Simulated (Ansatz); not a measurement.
# BH₇N₂Si: basis-set convergence

An exercise on one series of results from a longer session: the logs are not shown, and one member is left open.

Computed with Ansatz 0.2.0, Gaussian basis. Level: one geometry, several basis sets.

The runs, in order: PBE0-D4/def2-SVP; ωB97M-V/def2-SVP; PBE0-D4/def2-QZVPP; ωB97M-V/def2-QZVPP; the functionals' def2-TZVPP values are taken from earlier runs.

**The relaxed structure**

An earlier PBE0-D4 in a triple-zeta def2 set relaxation fixed the geometry.

SMILES `NB[SiH2]N`, 11 atoms, charge 0, spin multiplicity 1.

Atoms are counted from 1 here; the program's logs count them from 0.

Bond lengths: N1–B2 1.388 Å, N1–H5 1.007 Å, N1–H6 1.007 Å, B2–Si3 2.022 Å, B2–H7 1.202 Å, Si3–N4 1.737 Å, Si3–H8 1.493 Å, Si3–H9 1.499 Å, N4–H10 1.008 Å, N4–H11 1.008 Å. Angles: B2–N1–H5 123.6°, B2–N1–H6 123.1°, H5–N1–H6 113.2°, N1–B2–Si3 120.3°, N1–B2–H7 117.0°, Si3–B2–H7 122.7°, B2–Si3–N4 116.7°, B2–Si3–H8 110.1°, B2–Si3–H9 108.9°, N4–Si3–H8 105.5°, N4–Si3–H9 107.7°, H8–Si3–H9 107.6°, Si3–N4–H10 118.8°, Si3–N4–H11 117.6°, H10–N4–H11 109.8°.

As a file:

```mol
BH7N2Si
  3D, bonds by distance, orders not assigned

 11 10  0  0  0  0  0  0  0  0999 V2000
   -0.5336    1.7581    1.0830 N   0  0
    0.0158    1.1322   -0.0270 B   0  0
    0.5613   -0.8125    0.0642 Si  0  0
   -0.0975   -1.8644   -1.1507 N   0  0
   -0.8169    2.7248    1.0948 H   0  0
   -0.6796    1.2903    1.9632 H   0  0
    0.1364    1.7938   -1.0232 H   0  0
    2.0436   -0.9369   -0.0627 H   0  0
    0.1746   -1.3633    1.4032 H   0  0
   -1.0977   -1.8952   -1.2751 H   0  0
    0.3593   -1.8837   -2.0493 H   0  0
  1  2  8  0
  2  3  8  0
  3  4  8  0
  1  5  8  0
  1  6  8  0
  2  7  8  0
  3  8  8  0
  3  9  8  0
  4 10  8  0
  4 11  8  0
M  END
```

Set-up of the first run:

Input file in.yaml:

```yaml
crystal:
  periodic: [false, false, false]
  atoms:
    - {symbol: N, position_ang: [-0.533645, 1.758052, 1.082996]}
    - {symbol: B, position_ang: [0.015826, 1.132202, -0.026964]}
    - {symbol: Si, position_ang: [0.561278, -0.812458, 0.064211]}
    - {symbol: N, position_ang: [-0.097520, -1.864376, -1.150709]}
    - {symbol: H, position_ang: [-0.816927, 2.724803, 1.094844]}
    - {symbol: H, position_ang: [-0.679603, 1.290267, 1.963212]}
    - {symbol: H, position_ang: [0.136362, 1.793836, -1.023225]}
    - {symbol: H, position_ang: [2.043566, -0.936909, -0.062741]}
    - {symbol: H, position_ang: [0.174558, -1.363342, 1.403248]}
    - {symbol: H, position_ang: [-1.097680, -1.895231, -1.275080]}
    - {symbol: H, position_ang: [0.359284, -1.883745, -2.049291]}
basis:
  gaussian: {orbitals: def2-SVP}
hamiltonian: {xc: pbe0, dispersion: d4}
output: {orbitals: {seedname: orbitals}}
```

The run is started by

```sh
> ansatz run in.yaml --threads 2 --pin off --events-out ev --progress --plain --max-ram 4352MiB
```

Among the steps run: PBE0-D4 in def2-SVP; ωB97M-V in def2-SVP; PBE0-D4 in def2-QZVPP; ωB97M-V in def2-QZVPP.

One of the session's tables, all rows but one given; the rest of the session is left out.

```
functional       basis  HOMO (eV)
   PBE0-D4    def2-SVP      -6.37
   PBE0-D4  def2-TZVPP          ?
   PBE0-D4  def2-QZVPP      -6.67
   ωB97M-V    def2-SVP      -8.59
   ωB97M-V  def2-TZVPP      -8.86
   ωB97M-V  def2-QZVPP      -8.90
```

Estimate the missing values for PBE0-D4, def2-TZVPP.

**Answer.** HOMO (eV): -6.63. In the column «HOMO (eV)» it lies between PBE0-D4, def2-QZVPP (-6.67) and PBE0-D4, def2-SVP (-6.37).
